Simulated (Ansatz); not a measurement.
# W17F6: the cost of one run

Method: DFT PBE+D3(BJ), scalar-relativistic, plane waves, PAW, in Ansatz 0.2.0.

The COD cell was measured well above room temperature, so it is larger than a cold one.

3 further runs of the same task are left out: 3 set aside as unsound or not needed.

## Step 1: The structure to begin with

Symmetry: P4mm, No. 99, tetragonal system. Conventional cell: a = 3.159 Å, b = 3.159 Å, c = 20.739 Å, α = 90.00°, β = 90.00°, γ = 90.00°. Around W (site symmetry 4mm) lie 4 W at 2.74 Å. W (site symmetry 4mm) has 13 W at 2.74 to 3.16 Å in its first shell of neighbours. Around W (site symmetry 4mm) lie 8 W at 2.65 to 2.78 Å. Around W (site symmetry 4mm) lie 4 W at 2.65 Å.

As a file:

```xyz
16
Lattice="6.3187 0.0000 0.0000 0.0000 6.3187 0.0000 0.0000 0.0000 20.7391" Properties=species:S:1:pos:R:3 pbc="T T T"
W     1.5797    4.7391    8.0000
W     1.5797    1.5797    8.0000
W     4.7391    4.7391    8.0000
W     4.7391    1.5797    8.0000
W     3.1594    3.1594    9.5797
W     3.1594    0.0000    9.5797
W     0.0000    3.1594    9.5797
W     0.0000    0.0000    9.5797
W     4.7391    1.5797   11.2354
W     4.7391    4.7391   11.2354
W     1.5797    1.5797   11.2354
W     1.5797    4.7391   11.2354
W     0.0000    0.0000   12.6536
W     0.0000    3.1594   12.6536
W     3.1594    0.0000   12.6536
W     3.1594    3.1594   12.6536
```

Planes are indexed in the bulk's conventional cell (Im-3m (No. 229)), a = 3.159 Å, b = 3.159 Å, c = 3.159 Å, α = 90.00°, β = 90.00°, γ = 90.00°.

This (100) slab, 4.7 Å thick as cut, with 16 Å of vacuum, in a 2×2 surface cell; its outer planes are W (top) and W (bottom), was relaxed beforehand with its lower half held: -166143.1794 eV, work function 4.02 eV (top face), 4.16 eV (bottom face), dipole along +c 0.031 e·Å per cell.

## Step 2: WF6, tilted, over a top (W) site

Contents of input.yaml:

```yaml
crystal:
  lattice:
    - [6.3187499359, 0.0, 0.0]
    - [0.0, 6.3187499359, 0.0]
    - [0.0, 0.0, 25.665462452]
  atoms:
    - { symbol: W, position: [0.25, 0.75, 0.311702936] }
    - { symbol: W, position: [0.25, 0.25, 0.311702936] }
    - { symbol: W, position: [0.75, 0.75, 0.311702936] }
    - { symbol: W, position: [0.75, 0.25, 0.311702936] }
    - { symbol: W, position: [0.5, 0.5, 0.3732520893] }
    - { symbol: W, position: [0.5, 0.0, 0.3732520893] }
    - { symbol: W, position: [0.0, 0.5, 0.3732520893] }
    - { symbol: W, position: [0.0, 0.0, 0.3732520893] }
    - { symbol: W, position: [0.75, 0.25, 0.4377635558] }
    - { symbol: W, position: [0.75, 0.75, 0.4377635558] }
    - { symbol: W, position: [0.25, 0.25, 0.4377635558] }
    - { symbol: W, position: [0.25, 0.75, 0.4377635558] }
    - { symbol: W, position: [0.0, 0.0, 0.4930191714] }
    - { symbol: W, position: [0.0, 0.5, 0.4930191714] }
    - { symbol: W, position: [0.5, 0.0, 0.4930191714] }
    - { symbol: W, position: [0.5, 0.5, 0.4930191714] }
    - { symbol: W, position: [0.1449000354, 0.1053570633, 0.6552293793] }
    - { symbol: F, position: [0.0, 0.0, 0.5982189123] }
    - { symbol: F, position: [0.2898131493, 0.210723038, 0.7122398463] }
    - { symbol: F, position: [0.1855126688, -0.1672881745, 0.6795149343] }
    - { symbol: F, position: [0.1043004805, 0.3780112125, 0.630939928] }
    - { symbol: F, position: [-0.1062412633, 0.1220830254, 0.6920492886] }
    - { symbol: F, position: [0.3960455012, 0.0886530912, 0.61840947] }
basis:
  ecutwfc: 420
kpoints:
  mp_grid: { grid: [3, 3, 1] }
hamiltonian:
  xc: pbe
  dispersion: d3bj
scf:
  occupations: { method: gaussian, width: 0.1 }
output:
  forces: true
  eigenvalues: true
  write_density: true
  write_potential: true
  elf: true
  volumetric_format: npy
relax:
  adjacent_minimum: "off"
  f_tol: 0.04
  max_steps: 100
  constraints: [{ sites: [0, 1, 2, 3, 4, 5, 6, 7] }]
efield:
  axis: 3
  dipole_correction: true
  ramp_width: 0.04
```

Launch:

```bash
> ansatz run input.yaml --threads 8 --pin off --max-ram 20480MiB --backend cpu --events-out ev --progress --plain --runs-dir out
```

What time and memory should one allow on 8 threads of Intel Xeon at 2.50GHz (Skylake/Cascade Lake), shared host?

About 11 min, with a peak of 3.7 GiB.
